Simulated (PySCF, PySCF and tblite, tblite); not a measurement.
# C5H4F2N2O: a path driven as rotation about a bond, and NMR exchange

How fast is rotation about a bond in C5H4F2N2O (`CC(=O)NC(C#N)=C(F)F`), and when do the exchanging lines merge?

Computed with tblite 0.8.0 (tight binding) and PySCF 2.14.0 (DFT, with response routines of our own); each step states its level. Atoms count from 0 throughout.

### Step 1. The molecule as given

14 atoms, charge 0, multiplicity 1; geometry from: force field or distance geometry start.

Bonds of the start (Å): C0–C1 1.51, C0–H10 1.10, C0–H11 1.09, C0–H12 1.08, C1–N3 1.38, C1–O2 1.22, C4–C5 1.44, C4–C7 1.33, C5–N6 1.16, C7–F8 1.36, C7–F9 1.35, N3–C4 1.39, N3–H13 1.01.

### Step 2. GFN2-xTB relaxation, start minimum

What the job is given:

```
{"job": {"xc": "GFN2-xTB", "basis": "xTB", "kind": "relax"}, "charge": 0, "multiplicity": 1}
C      1.861500     1.544200     0.228100
C      1.114700     0.369300    -0.360400
O      1.611700    -0.309900    -1.250100
N     -0.122800     0.167000     0.207000
C     -1.024500    -0.845600    -0.109000
C     -0.753900    -1.829000    -1.120300
N     -0.590300    -2.654500    -1.918800
C     -2.195400    -0.898900     0.527600
F     -3.103300    -1.864700     0.236500
F     -2.493900     0.011300     1.480500
H      1.522300     1.757800     1.248800
H      1.670100     2.420500    -0.397200
H      2.918900     1.328600     0.266400
H     -0.415800     0.803400     0.938800
```

The run is started by

```sh
> OMP_NUM_THREADS=1 python ens_run.py task.json out
```

This one command runs the whole study; its stages follow in the order run.

Log:

```text
step      E/eV     max force
  0    -872.22385    2.154
  1    -872.19995    5.979
  2    -872.32814    1.461
  3    -872.34584    2.042
  4    -872.38925    0.415
  5    -872.40557    0.321
  6    -872.41160    0.290
  7    -872.41400    0.165
  8    -872.41571    0.168
  9    -872.41708    0.143
 10    -872.41797    0.107
 11    -872.41881    0.100
 12    -872.42002    0.110
 13    -872.42132    0.123
 14    -872.42271    0.112
 15    -872.42418    0.119
 16    -872.42579    0.111
 17    -872.42738    0.135
 18    -872.42886    0.131
 19    -872.43020    0.113
 20    -872.43130    0.132
 21    -872.43195    0.083
 22    -872.43227    0.044
 23    -872.43251    0.044
 24    -872.43283    0.074
 25    -872.43317    0.072
 26    -872.43344    0.041
 27    -872.43365    0.044
 28    -872.43389    0.063
 29    -872.43420    0.086
 30    -872.43451    0.069
 31    -872.43472    0.030
 32    -872.43485    0.034
 33    -872.43496    0.052
 34    -872.43508    0.055
 35    -872.43519    0.036
 36    -872.43528    0.022
 37    -872.43535    0.027
 38    -872.43542    0.035
 39    -872.43550    0.036
 40    -872.43560    0.031
 41    -872.43572    0.036
 42    -872.43587    0.050
 43    -872.43601    0.044
 44    -872.43610    0.024
 45    -872.43617    0.023
 46    -872.43626    0.037
 47    -872.43643    0.064
 48    -872.43669    0.079
 49    -872.43701    0.068
 50    -872.43740    0.052
 51    -872.43788    0.056
 52    -872.43852    0.091
 53    -872.43925    0.105
 54    -872.43980    0.092
 55    -872.43931    0.145
 56    -872.44045    0.063
 57    -872.44069    0.044
 58    -872.44130    0.043
 59    -872.44158    0.053
 60    -872.44194    0.050
 61    -872.44222    0.038
 62    -872.44242    0.042
 63    -872.44256    0.036
 64    -872.44263    0.025
 65    -872.44266    0.084
 66    -872.44270    0.049
 67    -872.44274    0.028
 68    -872.44280    0.016
 69    -872.44285    0.024
 70    -872.44290    0.021
 71    -872.44295    0.016
 72    -872.44298    0.017
 73    -872.44302    0.022
 74    -872.44307    0.028
 75    -872.44315    0.032
 76    -872.44327    0.035
 77    -872.44347    0.035
 78    -872.44376    0.029
 79    -872.44395    0.035
 80    -872.44412    0.033
 81    -872.44430    0.038
 82    -872.44441    0.028
 83    -872.44450    0.030
 84    -872.44460    0.032
 85    -872.44473    0.031
 86    -872.44484    0.029
 87    -872.44490    0.018
 88    -872.44493    0.014
 89    -872.44498    0.022
 90    -872.44504    0.022
 91    -872.44508    0.014
 92    -872.44510    0.012
 93    -872.44511    0.011
 94    -872.44513    0.016
 95    -872.44516    0.017
 96    -872.44519    0.013
 97    -872.44522    0.016
 98    -872.44526    0.021
 99    -872.44532    0.032
100    -872.44541    0.039
101    -872.44551    0.033
102    -872.44560    0.024
103    -872.44566    0.020
104    -872.44571    0.021
105    -872.44578    0.023
106    -872.44585    0.026
107    -872.44590    0.019
108    -872.44594    0.014
109    -872.44596    0.011
110    -872.44599    0.013
111    -872.44601    0.011
112    -872.44603    0.008
113    -872.44604    0.005
114    -872.44604    0.004
115    -872.44604    0.005
116    -872.44604    0.004
117    -872.44605    0.003
118    -872.44605    0.003
119    -872.44605    0.003
120    -872.44605    0.003
```

Run time: 0.56 s. Hardware: 1 thread of Arm Neoverse V2, shared host.

Relaxing gained 0.222 eV and moved the atoms by 0.28 Å on average (rms).

### Step 3. Relaxed scan, rotation

What the job is given:

```
{"job": {"xc": "GFN2-xTB", "basis": "xTB", "coordinate": [["t", [5, 4, 3, 1], 0.25], ["t", [5, 4, 3, 13], 0.25], ["t", [7, 4, 3, 1], 0.25], ["t", [7, 4, 3, 13], 0.25]], "kind": "drive"}, "charge": 0, "multiplicity": 1}
C      1.880468     1.523572     0.218480
C      1.133462     0.327949    -0.313172
O      1.556674    -0.460991    -1.115307
N     -0.131939     0.213777     0.224005
C     -1.016115    -0.807761    -0.108635
C     -0.640940    -1.808333    -1.049272
N     -0.451536    -2.661556    -1.787548
C     -2.236385    -0.876788     0.442430
F     -3.145080    -1.801769     0.195145
F     -2.686637     0.010491     1.332536
H      1.987970     1.450498     1.298777
H      1.342239     2.438975    -0.018924
H      2.865120     1.558305    -0.237899
H     -0.457978     0.893159     0.897218
```

Log:

```text
point  coordinate     E/eV
  0    104.700     -872.43211
  1    119.500     -872.39289
  2    134.400     -872.33534
  3    149.400     -872.27024
  4    164.700     -872.22555
  5    180.100     -872.22025
  6    195.400     -872.25434
  7    210.400     -872.30841
  8    225.200     -872.35123
  9    239.800     -872.35978
 10    254.600     -872.33243
 11    269.900     -872.31037
```

It took 2.4 s on 1 thread of Arm Neoverse V2, shared host.

The highest point is number 5, 4.9 kcal/mol above the first.

### Step 4. Nudged elastic band, leg 1

Changed since step 3:

```diff
@@ -1,2 +1,2 @@
-{"job": {"xc": "GFN2-xTB", "basis": "xTB", "coordinate": [["t", [5, 4, 3, 1], 0.25], ["t", [5, 4, 3, 13], 0.25], ["t", [7, 4, 3, 1], 0.25], ["t", [7, 4, 3, 13], 0.25]], "kind": "drive"}, "charge": 0, "multiplicity": 1}
+{"job": {"xc": "GFN2-xTB", "basis": "xTB", "kind": "neb"}, "charge": 0, "multiplicity": 1}
 C      1.880468     1.523572     0.218480
```

Log:

```text
image   E - E0 / eV
  0       0.0000
  1       0.0448
  2       0.1561
  3       0.2311
  4       0.1630
  5       0.0863
  6       0.0729
```

Wall time 1.9 s (1 thread of Arm Neoverse V2, shared host); peak memory 0.19 GiB.

The highest point is number 3, 5.3 kcal/mol above the first.

### Step 5. Saddle search, leg 1

What the job is given:

```
{"job": {"xc": "GFN2-xTB", "basis": "xTB", "kind": "saddle"}, "charge": 0, "multiplicity": 1}
C      1.812790     1.556583     0.213829
C      0.761523     0.687272    -0.426765
O      0.485905     0.701211    -1.598603
N      0.088649    -0.117599     0.462396
C     -0.931765    -0.997808     0.020804
C     -0.536532    -2.236189    -0.551635
N     -0.160132    -3.225999    -0.984630
C     -2.220412    -0.647735     0.084538
F     -3.228940    -1.394327    -0.310013
F     -2.653147     0.482815     0.607536
H      2.077226     1.227173     1.213736
H      1.429002     2.574340     0.260520
H      2.697066     1.567217    -0.418065
H      0.378767    -0.176956     1.426354
```

Log:

```text
step      E/eV     max force
  0    -872.21493   0.0372
  1    -872.21889   0.1405
  2    -872.21782   0.0421
  3    -872.21914   0.0376
  4    -872.22038   0.0939
  5    -872.21975   0.0100
  6    -872.22061   0.0164
  7    -872.22149   0.0344
  8    -872.22242   0.0365
  9    -872.22338   0.0356
 10    -872.22467   0.0555
 11    -872.22610   0.0376
 12    -872.22760   0.1028
 13    -872.22690   0.0166
 14    -872.22789   0.0345
 15    -872.22886   0.0411
 16    -872.22984   0.0246
 17    -872.23091   0.0636
 18    -872.23035   0.0124
 19    -872.23100   0.0216
 20    -872.23160   0.0259
 21    -872.23218   0.0162
 22    -872.23283   0.0392
 23    -872.23248   0.0082
 24    -872.23285   0.0139
 25    -872.23319   0.0156
 26    -872.23350   0.0095
 27    -872.23384   0.0236
 28    -872.23411   0.0275
 29    -872.23430   0.0277
 30    -872.23443   0.0237
 31    -872.23449   0.0052
 32    -872.23449   0.0030
lowest wavenumbers (cm-1): -79.0 56.3 92.0 95.4 118.8 129.6
```

Run time: 5.3 s. Hardware: 1 thread of Arm Neoverse V2, shared host; peak memory 0.19 GiB.

Point group C1; 1 imaginary mode, 79i cm⁻¹, carried by O2, H13. Steps downhill from it reached both ends.

### Step 6. Saddle search, other pyramid

What the job is given:

```
{"job": {"xc": "GFN2-xTB", "basis": "xTB", "kind": "saddle"}, "charge": 0, "multiplicity": 1}
C      1.453211     1.096852     2.021715
C      0.369697     0.075227     1.786131
O     -0.189752    -0.558202     2.642157
N      0.068955    -0.082424     0.453300
C     -0.941073    -0.980568     0.028039
C     -0.536733    -2.268089    -0.415248
N     -0.160584    -3.300672    -0.733897
C     -2.225380    -0.610798    -0.008378
F     -3.226426    -1.374141    -0.388915
F     -2.662606     0.565874     0.397691
H      1.142060     2.067046     1.640413
H      2.368494     0.796028     1.516333
H      1.641206     1.173628     3.088367
H      0.572051     0.439378    -0.247925
```

Log:

```text
step      E/eV     max force
  0    -872.23655   0.4124
  1    -872.24123   0.1549
  2    -872.23605   0.2240
  3    -872.23192   0.3635
  4    -872.23454   0.1827
  5    -872.23261   0.3427
  6    -872.23519   0.0579
  7    -872.23442   0.0745
  8    -872.23441   0.0740
  9    -872.23442   0.0391
 10    -872.23453   0.0965
 11    -872.23449   0.0030
lowest wavenumbers (cm-1): -78.9 56.0 90.1 95.3 118.8 129.6
```

Wall time 2.8 s (1 thread of Arm Neoverse V2, shared host); peak memory 0.19 GiB.

Point group C1; 1 imaginary mode, 79i cm⁻¹, carried by O2, H13. It was not shown to link both ends.

### Step 7. Shieldings, start: B3LYP/pcSseg-1 in dimethylsulfoxide

What the job is given:

```
{"job": {"kind": "nmr", "xc": "B3LYP", "basis": "pcSseg-1", "solvent": "dimethylsulfoxide", "pop": false}, "charge": 0, "multiplicity": 1}
C      1.880468     1.523572     0.218480
C      1.133462     0.327949    -0.313172
O      1.556674    -0.460991    -1.115307
N     -0.131939     0.213777     0.224005
C     -1.016115    -0.807761    -0.108635
C     -0.640940    -1.808333    -1.049272
N     -0.451536    -2.661556    -1.787548
C     -2.236385    -0.876788     0.442430
F     -3.145080    -1.801769     0.195145
F     -2.686637     0.010491     1.332536
H      1.987970     1.450498     1.298777
H      1.342239     2.438975    -0.018924
H      2.865120     1.558305    -0.237899
H     -0.457978     0.893159     0.897218
```

Log:

```text
coarse grid: 13296 points
cycle   1  E = -576.9373098476  dE =  1.883e+00  |g| = 1.146e+00  |ddm| = 3.746e+00
cycle   2  E = -576.1316739339  dE =  8.056e-01  |g| = 2.297e+00  |ddm| = 2.910e+00
cycle   3  E = -577.1812686922  dE = -1.050e+00  |g| = 2.223e-01  |ddm| = 2.200e+00
cycle   4  E = -577.1873051495  dE = -6.036e-03  |g| = 1.474e-01  |ddm| = 2.292e-01
cycle   5  E = -577.1912593274  dE = -3.954e-03  |g| = 4.088e-02  |ddm| = 1.089e-01
cycle   6  E = -577.1915942401  dE = -3.349e-04  |g| = 1.232e-02  |ddm| = 3.501e-02
cycle   7  E = -577.1916199645  dE = -2.572e-05  |g| = 5.464e-03  |ddm| = 1.090e-02
cycle   8  E = -577.1916253949  dE = -5.430e-06  |g| = 1.233e-03  |ddm| = 4.051e-03
final grid: 133928 points
cycle   9  E = -577.2829843899  dE = -3.971e-05  |g| = 6.547e-03  |ddm| = 2.626e-02
cycle  10  E = -577.2829710333  dE =  1.336e-05  |g| = 1.076e-02  |ddm| = 1.092e-02
cycle  11  E = -577.2829924938  dE = -2.146e-05  |g| = 1.805e-03  |ddm| = 7.672e-03
cycle  12  E = -577.2829931112  dE = -6.174e-07  |g| = 3.067e-04  |ddm| = 1.431e-03
cycle  13  E = -577.2829931207  dE = -9.518e-09  |g| = 1.990e-04  |ddm| = 3.024e-04
cycle  14  E = -577.2829931282  dE = -7.488e-09  |g| = 6.894e-05  |ddm| = 1.694e-04
cycle  15  E = -577.2829931291  dE = -8.208e-10  |g| = 1.646e-05  |ddm| = 5.484e-05
converged SCF energy = -577.2829931291

GIAO shielding tensors (ppm)
atom      isotropic    diamagn.    paramagn.     s11        s22        s33       span
  0 C      157.065     249.807     -92.742    132.379    147.083    191.732     59.353
  1 C        9.308     246.938    -237.630    -81.077     20.977     88.023    169.101
  2 O      -88.142     406.225    -494.368   -401.230   -174.968    311.771    713.001
  3 N      130.633     333.473    -202.840     33.846    157.832    200.221    166.375
  4 C       97.147     252.015    -154.868     42.180    106.291    142.970    100.790
  5 C       64.948     256.943    -191.995    -50.284    -46.254    291.384    341.668
  6 N      -58.243     343.565    -401.808   -206.833   -169.318    201.422    408.255
  7 C        3.851     246.764    -242.912    -65.258     31.348     45.463    110.721
  8 F      265.714     468.498    -202.784    235.207    257.602    304.334     69.127
  9 F      242.050     474.866    -232.817    194.989    260.419    270.741     75.753
 10 H       29.368      29.136       0.232     25.655     28.662     33.788      8.133
 11 H       29.365      29.123       0.242     25.656     28.651     33.788      8.132
 12 H       30.014      27.472       2.542     26.188     28.296     35.558      9.370
 13 H       25.488      36.097     -10.609     18.481     28.143     29.842     11.361
```

Run time: 21 s. Hardware: 1 thread of Arm Neoverse V2, shared host; peak memory 1 GiB.

This run: HOMO -6.88 eV, LUMO -1.49 eV; dipole 8.69 D.

### Step 8. Shieldings, saddle of leg 1: B3LYP/pcSseg-1 in dimethylsulfoxide

What the job is given:

```
{"job": {"kind": "nmr", "xc": "B3LYP", "basis": "pcSseg-1", "solvent": "dimethylsulfoxide", "pop": false}, "charge": 0, "multiplicity": 1}
C      1.828263     1.533640     0.208450
C      0.786612     0.665513    -0.450744
O      0.571376     0.610070    -1.632944
N      0.068955    -0.082424     0.453300
C     -0.941073    -0.980568     0.028039
C     -0.536733    -2.268089    -0.415248
N     -0.160584    -3.300672    -0.733897
C     -2.225380    -0.610798    -0.008378
F     -3.226426    -1.374141    -0.388915
F     -2.662606     0.565874     0.397691
H      2.536800     0.916813     0.757067
H      1.355050     2.227566     0.899961
H      2.357107     2.094297    -0.556384
H      0.248637     0.002918     1.442002
```

Log:

```text
coarse grid: 13296 points
cycle   1  E = -576.9450271431  dE =  1.867e+00  |g| = 1.142e+00  |ddm| = 3.701e+00
cycle   2  E = -576.1796102749  dE =  7.654e-01  |g| = 2.267e+00  |ddm| = 2.796e+00
cycle   3  E = -577.1805377659  dE = -1.001e+00  |g| = 2.601e-01  |ddm| = 2.123e+00
cycle   4  E = -577.1907703027  dE = -1.023e-02  |g| = 1.423e-01  |ddm| = 2.504e-01
cycle   5  E = -577.1945517289  dE = -3.781e-03  |g| = 4.047e-02  |ddm| = 1.051e-01
cycle   6  E = -577.1948740510  dE = -3.223e-04  |g| = 1.306e-02  |ddm| = 3.389e-02
cycle   7  E = -577.1949043822  dE = -3.033e-05  |g| = 5.109e-03  |ddm| = 1.121e-02
cycle   8  E = -577.1949092888  dE = -4.907e-06  |g| = 9.326e-04  |ddm| = 3.751e-03
final grid: 133928 points
cycle   9  E = -577.2862329609  dE = -3.628e-05  |g| = 7.151e-03  |ddm| = 2.289e-02
cycle  10  E = -577.2862146931  dE =  1.827e-05  |g| = 1.233e-02  |ddm| = 1.236e-02
cycle  11  E = -577.2862422578  dE = -2.756e-05  |g| = 1.771e-03  |ddm| = 8.937e-03
cycle  12  E = -577.2862428494  dE = -5.916e-07  |g| = 3.079e-04  |ddm| = 1.380e-03
cycle  13  E = -577.2862428582  dE = -8.784e-09  |g| = 1.987e-04  |ddm| = 2.921e-04
cycle  14  E = -577.2862428658  dE = -7.560e-09  |g| = 7.075e-05  |ddm| = 1.636e-04
cycle  15  E = -577.2862428667  dE = -8.890e-10  |g| = 1.421e-05  |ddm| = 5.387e-05
converged SCF energy = -577.2862428667

GIAO shielding tensors (ppm)
atom      isotropic    diamagn.    paramagn.     s11        s22        s33       span
  0 C      157.236     249.852     -92.616    133.042    146.937    191.731     58.689
  1 C        3.985     247.871    -243.886    -84.630      9.544     87.041    171.672
  2 O      -85.149     406.134    -491.283   -393.538   -188.239    326.331    719.869
  3 N      138.058     331.390    -193.332     43.041    140.169    230.965    187.924
  4 C      101.327     253.473    -152.146     53.021    122.842    128.119     75.098
  5 C       62.885     257.693    -194.807    -51.683    -50.629    290.967    342.650
  6 N      -42.669     342.825    -385.494   -195.056   -162.105    229.155    424.210
  7 C       -1.737     246.508    -248.245    -94.419     41.729     47.479    141.898
  8 F      235.694     468.276    -232.582    158.613    266.244    282.224    123.612
  9 F      223.021     474.400    -251.379    139.786    255.544    273.732    133.946
 10 H       29.323      29.202       0.121     25.652     28.615     33.702      8.050
 11 H       29.344      29.348      -0.004     25.599     28.699     33.736      8.137
 12 H       30.017      27.989       2.028     26.250     28.258     35.543      9.292
 13 H       25.660      35.303      -9.643     19.704     27.181     30.096     10.392
```

Run time: 27 s. Hardware: 1 thread of Arm Neoverse V2, shared host; peak memory 0.95 GiB.

In short: HOMO -7.72 eV, LUMO -1.66 eV; dipole 7.19 D.

Orbitals, density, ELF and potential are computed afterwards from the orbital file.

Frontier orbitals at B3LYP/pcSseg-1, with the share of their density that lies nearest to each atom:

```csv
orbital,energy (eV),lies on
HOMO,-7.72,O2 70 %; C0 8 %; N3 7 %
LUMO,-1.66,C7 37 %; N6 17 %; C4 17 %
```

ELF in a plane through or near 8 of the atoms.

Values, 10 rows by 14 columns:
```
0.00 0.00 0.00 0.00 0.00 0.00 0.00 0.00 0.00 0.00 0.00 0.00 0.00 0.00
0.00 0.00 0.00 0.00 0.00 0.00 0.00 0.00 0.00 0.00 0.00 0.00 0.00 0.00
0.00 0.00 0.00 0.00 0.00 0.00 0.00 0.07 0.57 0.72 0.18 0.00 0.00 0.00
0.00 0.00 0.00 0.47 0.96 0.10 0.02 0.03 0.83 0.77 0.05 0.47 0.03 0.00
0.00 0.00 0.02 0.61 0.99 0.32 0.40 0.68 0.29 0.33 0.68 0.84 0.14 0.00
0.00 0.00 0.04 0.42 0.36 0.73 0.80 0.67 0.37 0.47 0.02 0.15 0.01 0.00
0.00 0.00 0.01 0.34 0.79 0.07 0.19 0.09 0.62 0.41 0.66 0.11 0.00 0.00
0.00 0.00 0.00 0.00 0.00 0.00 0.00 0.07 0.58 0.25 0.82 0.37 0.00 0.00
0.00 0.00 0.00 0.00 0.00 0.00 0.00 0.01 0.43 0.90 0.88 0.23 0.00 0.00
0.00 0.00 0.00 0.00 0.00 0.00 0.00 0.00 0.00 0.07 0.04 0.00 0.00 0.00
```
The map spans 12.0 Å across and 10.2 Å up, centred on the molecule. Atoms in the plane (x, y in Å): C0 (-2.4, 0.0), N3 (0.0, 0.0), C4 (1.3, -0.1), C5 (1.9, -1.4), N6 (2.3, -2.5), C7 (2.1, 0.9), F9 (1.7, 2.2), H11 (-2.5, 1.0).

log10 of the density (e/Å³) in the same plane.

Values, 10 rows by 14 columns:
```
-4.0 -4.0 -4.0 -4.0 -4.0 -4.0 -4.0 -4.0 -4.0 -4.0 -4.0 -4.0 -4.0 -4.0
-4.0 -4.0 -4.0 -4.0 -4.0 -4.0 -4.0 -4.0 -3.2 -3.1 -4.0 -4.0 -4.0 -4.0
-4.0 -4.0 -4.0 -3.6 -3.3 -3.6 -4.0 -2.0 -0.5 -0.3 -1.6 -3.2 -4.0 -4.0
-4.0 -4.0 -3.1 -1.9 -1.3 -1.9 -2.2 -1.4  0.3  0.5 -0.9 -1.0 -2.3 -4.0
-4.0 -3.6 -2.3 -0.8  0.2 -0.7 -0.7 -0.4 -0.4  0.8  0.2  0.2 -1.6 -4.0
-4.0 -3.4 -2.0 -0.6  0.4 -0.1  0.1  0.3  1.0 -0.1 -1.2 -1.4 -2.7 -4.0
-4.0 -3.9 -2.6 -1.4 -0.8 -1.3 -1.2 -1.1 -0.2  1.4 -0.6 -1.9 -3.5 -4.0
-4.0 -4.0 -4.0 -3.2 -2.9 -3.1 -3.1 -2.0 -0.6  0.9  0.0 -1.5 -3.3 -4.0
-4.0 -4.0 -4.0 -4.0 -4.0 -4.0 -4.0 -2.8 -1.4 -0.6 -0.9 -2.0 -3.9 -4.0
-4.0 -4.0 -4.0 -4.0 -4.0 -4.0 -4.0 -4.0 -3.1 -2.4 -2.6 -3.6 -4.0 -4.0
```
The map spans 12.0 Å across and 10.2 Å up, centred on the molecule. Atoms in the plane (x, y in Å): C0 (-2.4, 0.0), N3 (0.0, 0.0), C4 (1.3, -0.1), C5 (1.9, -1.4), N6 (2.3, -2.5), C7 (2.1, 0.9), F9 (1.7, 2.2), H11 (-2.5, 1.0).

On the surface of density 0.002 e/bohr³ the electrostatic potential runs, from the 1st to the 99th percentile, from -2.12 V near O2 to 3.14 V near H13.

(Part 1 of 2 ends here.)
